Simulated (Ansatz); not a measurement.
**C3H11BSi: up Jacob's ladder to CCSD(T)**

One table from this session's results is given with a row withheld; the runs are named, their logs left out.

The runs use Ansatz 0.2.0, Gaussian basis; functionals in def2-TZVPP, the program's frozen cores in correlated methods.

Plan: PBE-D4, r2SCAN-D4, PBE0-D4, B3LYP-D4, ωB97X-V, ωB97M-V, B2PLYP; CCSD(T)/def2-TZVPP; MP2/def2-QZVPP; extrapolation to the limit.

**The relaxed structure**

All runs share one geometry, relaxed beforehand with PBE0-D4 in a triple-zeta def2 set.

SMILES `CCB(C)[SiH3]`, 16 atoms, charge 0, spin multiplicity 1.

Atoms are counted from 1 here; the program's logs count them from 0.

Bond lengths: C1–C2 1.541 Å, C1–H6 1.093 Å, C1–H7 1.092 Å, C1–H8 1.093 Å, C2–B3 1.567 Å, C2–H9 1.094 Å, C2–H10 1.096 Å, B3–C4 1.560 Å, B3–Si5 2.030 Å, C4–H11 1.092 Å, C4–H12 1.094 Å, C4–H13 1.103 Å, Si5–H14 1.495 Å, Si5–H15 1.493 Å, Si5–H16 1.491 Å. Angles: C2–C1–H6 111.6°, C2–C1–H7 110.8°, C2–C1–H8 111.6°, H6–C1–H7 107.5°, H6–C1–H8 107.6°, H7–C1–H8 107.6°, C1–C2–B3 105.9°, C1–C2–H9 108.6°, C1–C2–H10 108.8°, B3–C2–H9 113.7°, B3–C2–H10 111.9°, H9–C2–H10 107.8°, C2–B3–C4 120.3°, C2–B3–Si5 118.4°, C4–B3–Si5 121.3°, B3–C4–H11 115.3°, B3–C4–H12 114.3°, B3–C4–H13 104.7° and more.

Coordinates:

```xyz
16
charge 0, multiplicity 1
C     0.1845   -1.9759   -0.2381
C     1.0015   -0.7629    0.2479
B     0.1183    0.4964   -0.0498
C     0.2435    1.2417   -1.4144
Si   -1.1735    1.1288    1.3825
H    -0.7655   -2.0606    0.2963
H     0.7365   -2.9043   -0.0763
H    -0.0408   -1.9077   -1.3056
H     1.2301   -0.8992    1.3092
H     1.9507   -0.7344   -0.2990
H    -0.6820    1.6800   -1.7940
H     0.7299    0.6591   -2.2025
H     0.9093    2.0964   -1.2073
H    -0.4166    1.9890    2.3433
H    -1.7295   -0.0073    2.1749
H    -2.3193    1.9384    0.8773
```

Set-up of the first run:

Input file in.yaml:

```yaml
crystal:
  periodic: [false, false, false]
  atoms:
    - {symbol: C, position_ang: [0.184522, -1.975902, -0.238062]}
    - {symbol: C, position_ang: [1.001480, -0.762906, 0.247926]}
    - {symbol: B, position_ang: [0.118300, 0.496363, -0.049846]}
    - {symbol: C, position_ang: [0.243548, 1.241736, -1.414360]}
    - {symbol: Si, position_ang: [-1.173527, 1.128822, 1.382520]}
    - {symbol: H, position_ang: [-0.765548, -2.060632, 0.296264]}
    - {symbol: H, position_ang: [0.736494, -2.904259, -0.076336]}
    - {symbol: H, position_ang: [-0.040760, -1.907692, -1.305599]}
    - {symbol: H, position_ang: [1.230074, -0.899231, 1.309206]}
    - {symbol: H, position_ang: [1.950747, -0.734369, -0.299024]}
    - {symbol: H, position_ang: [-0.682003, 1.680000, -1.793980]}
    - {symbol: H, position_ang: [0.729927, 0.659127, -2.202484]}
    - {symbol: H, position_ang: [0.909295, 2.096354, -1.207332]}
    - {symbol: H, position_ang: [-0.416647, 1.988991, 2.343307]}
    - {symbol: H, position_ang: [-1.729494, -0.007333, 2.174922]}
    - {symbol: H, position_ang: [-2.319308, 1.938431, 0.877280]}
basis:
  gaussian: {orbitals: def2-TZVPP}
hamiltonian: {xc: pbe, dispersion: d4}
output: {forces: true, orbitals: {seedname: orbitals}}
```

The run is started by

```console
> ansatz run in.yaml --threads 4 --pin off --events-out ev --progress --plain --max-ram 10444MiB
```

Steps of the session up to this table: PBE-D4 (GGA); r2SCAN-D4 (meta-GGA); PBE0-D4 (hybrid); B3LYP-D4 (hybrid); ωB97X-V (range-separated); ωB97M-V (range-separated); B2PLYP (double hybrid); CCSD(T) in def2-TZVPP; MP2 in def2-QZVPP.

One of the session's tables, all rows but one given; the rest of the session is left out.

It belongs to the step «Atomisation energies». 

```
            method  atomisation energy (kcal/mol)
            PBE-D4                         1408.4
         r2SCAN-D4                         1399.8
           PBE0-D4                         1399.6
          B3LYP-D4                         1398.3
           ωB97X-V                         1398.9
           ωB97M-V                         1398.3
            B2PLYP                         1381.2
     HF/def2-TZVPP                         1077.6
    MP2/def2-TZVPP                         1368.8
   CCSD/def2-TZVPP                         1350.8
CCSD(T)/def2-TZVPP                              ?
           MP2/CBS                         1396.8
       CCSD(T)/CBS                         1392.2
```

Q: Estimate the row for CCSD(T)/def2-TZVPP from the others.

The run gave: atomisation energy (kcal/mol): 1364.3. In the column «atomisation energy (kcal/mol)» it lies between CCSD/def2-TZVPP (1350.8) and MP2/def2-TZVPP (1368.8).
